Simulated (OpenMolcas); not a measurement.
# Pd⁵⁺ among point charges: CASSCF and CASPT2 levels and susceptibility

Aim: the splitting of the states of Pd⁵⁺ in the field of 8 point charges, its lowest levels with spin-orbit coupling and its magnetic susceptibility.

The numbers are computed with OpenMolcas 26.06 (state-averaged CASSCF and CASPT2, spin-orbit coupling by RASSI with atomic mean-field integrals), except any that are marked as measured or tabulated.

### 1 The atom as given

```
Species                           : Pd⁵⁺ (palladium, Z = 46, 41 electrons)
Basis                             : ANO-RCC-VDZP [6s5p3d1f], 43 functions
Scalar Hamiltonian                : DKH2, point nucleus
Inactive shells                   : 1s 2s 2p 3s 3p 3d 4s 4p
Active space                      : 5 electrons in 5 orbitals (4d)
Some configurations of this space : 4d⁵
Orbitals                          : optimised for each spin and parity, averaged over all roots
```

Outer shells as boxes (Hund's rule):

4d5
```
4d [↑ ][↑ ][↑ ][↑ ][↑ ]
```

The ion sits among 8 point charges of -0.8 e arranged as a cube (Oh), 2.08 Å from the ion.

Each step is its own input file, run in one work folder so that later steps find the files of earlier ones. Labels, J, g values, rates, χT and fits are worked out afterwards by a script from the matrices that RASSI stores. The input lists half of the charges; inversion (Group=XYZ) makes the rest.

### 2 Basis and integrals

Contents of a.inp:

```
&GATEWAY
Coord
1

Pd 0.0 0.0 0.0
Basis=ANO-RCC-VDZP
Group=XYZ
NoMove
AngMom=0.0 0.0 0.0
AMFI
XField
4 Angstrom 0
1.200889 1.200889 1.200889 -0.800000
1.200889 1.200889 -1.200889 -0.800000
1.200889 -1.200889 1.200889 -0.800000
1.200889 -1.200889 -1.200889 -0.800000
&SEWARD
```

### 3 CASSCF: sextets of even parity, 1 root

Contents of a.inp:

```
&RASSCF
FileOrb=start.orb
Symmetry=1
Spin=6
nActEl=5 0 0
Inactive=9 9
Ras2=5 0
CIRoot=1 1 1
SDav=1
CIMx=300
Iter=120 100
PrWF=0.3
OrbListing=Nothing
MaxOrb=0
>>> COPY $Project.JobIph JOB001
```

start.orb holds the contracted functions of the basis, ordered by shell, or the orbitals of the step before.

### 4 CASSCF: quartets of even parity, 24 roots

Contents of a.inp:

```
&RASSCF
FileOrb=start.orb
Symmetry=1
Spin=4
nActEl=5 0 0
Inactive=9 9
Ras2=5 0
CIRoot=24 24 1
SDav=24
CIMx=300
Iter=120 100
PrWF=0.3
OrbListing=Nothing
MaxOrb=0
>>> COPY $Project.JobIph JOB002
```

### 5 Reference wave functions, doublets of even parity, 75 roots

Contents of a.inp:

```
&RASSCF
FileOrb=start.orb
Symmetry=1
Spin=2
nActEl=5 0 0
Inactive=9 9
Ras2=5 0
CIRoot=75 75 1
SDav=75
CIMx=300
Iter=120 100
PrWF=0.3
OrbListing=Nothing
MaxOrb=0
>>> COPY $Project.JobIph JOB003
```

### 6 RASSI: spin-orbit coupling between the states

Contents of a.inp:

```
&RASSI
NrOfJobIphs=3 1 24 75
1
1 2 3 4 5 6 7 8 9 10 11 12 13 14 15 16 17 18 19 20 21 22 23 24
1 2 3 4 5 6 7 8 9 10 11 12 13 14 15 16 17 18 19 20 21 22 23 24 25 26 27
28 29 30 31 32 33 34 35 36 37 38 39 40 41 42 43 44 45 46 47 48 49 50 51
52 53 54 55 56 57 58 59 60 61 62 63 64 65 66 67 68 69 70 71 72 73 74 75
IphNames
JOB001
JOB002
JOB003
EJob
SpinOrbit
DIPRint=1.0
SOCoupling=1000.0
Subsets=2
Property=9
'ANGMOM' 1 'ANGMOM' 2 'ANGMOM' 3 'MLTPL  1' 1 'MLTPL  1' 2 'MLTPL  1' 3
'AMFI' 1 'AMFI' 2 'AMFI' 3
SOProperty=3
'ANGMOM' 1 'ANGMOM' 2 'ANGMOM' 3
```

### 7 CASPT2: IPEA 0.25, imaginary shift 0.1 (closed shells correlated: 4s 4p)

Contents of a.inp:

```
>>> COPY JOB001 $Project.JobIph
&CASPT2
Multistate=1 1
Frozen=8 6
IPEA=0.25
Imaginary=0.1
MaxIter=60
WThr=0.0 0.3 0.05
PrWF=0.5
NoMix
>>> COPY JOB002 $Project.JobIph
&CASPT2
Multistate=24 1 2 3 4 5 6 7 8 9 10 11 12 13 14 15 16 17 18 19 20 21 22
23 24
NoMult
Frozen=8 6
IPEA=0.25
Imaginary=0.1
MaxIter=60
WThr=0.0 0.3 0.05
PrWF=0.5
NoMix
>>> COPY JOB003 $Project.JobIph
&CASPT2
Multistate=75 1 2 3 4 5 6 7 8 9 10 11 12 13 14 15 16 17 18 19 20 21 22
23 24 25 26 27 28 29 30 31 32 33 34 35 36 37 38 39 40 41 42 43 44 45 46
47 48 49 50 51 52 53 54 55 56 57 58 59 60 61 62 63 64 65 66 67 68 69 70
71 72 73 74 75
NoMult
Frozen=8 6
IPEA=0.25
Imaginary=0.1
MaxIter=60
WThr=0.0 0.3 0.05
PrWF=0.5
NoMix
```

(Steps that only read results are left out.)

Q: Predict the outcome of this session. Wanted: spin-free ground state; lowest level; next level.

**Answer**, as computed:

| quantity | value |
| --- | --- |
| method | SS-CASPT2, IPEA 0.25, imaginary shift 0.1 (closed shells correlated: 4s 4p) |
| spin-free ground state | 6A1, 1-fold in its orbital part |
| lowest level | 4-fold Γ8 |
| next level | 0.2 cm⁻¹ |
| χT at 300 K | 4.36 cm³ K/mol |
| effective moment at 300 K | 5.90 μB |

Cost by method:

```tsv
method	time of its own steps	time with the reference
A. CASSCF	20 s	20 s
B. SS-CASPT2, IPEA 0.25, imaginary shift 0.1, +4s 4p	5 s	25 s
```

Times are of one thread on a shared host.

**Reading.** The spin-free ground state (6A1) comes to 100 % from free-ion S terms and keeps the highest spin of the shell. χT at 300 K is 4.36, against 4.39 cm³ K/mol for the spin alone, as a half-filled shell (L = 0) has no orbital moment. An active space of the d shell alone favours high spin; real ions in strong fields can be low spin. A ligand-field fit to the states below 45000 cm-1 gives 10Dq = 2842 cm-1, B = 779 cm-1 and C = 4528 cm-1 (C/B = 5.81), with a deviation of 508 cm-1. CASPT2 does not keep the components of a term degenerate, and the means are used. The field of point charges can differ much from that of real complexes. With metal d orbitals alone active, the gaps between spin states are rough; where two lie within a few thousand cm-1, their order is open. Point charges carry no covalency, so the field is a model and not that of real ligands.
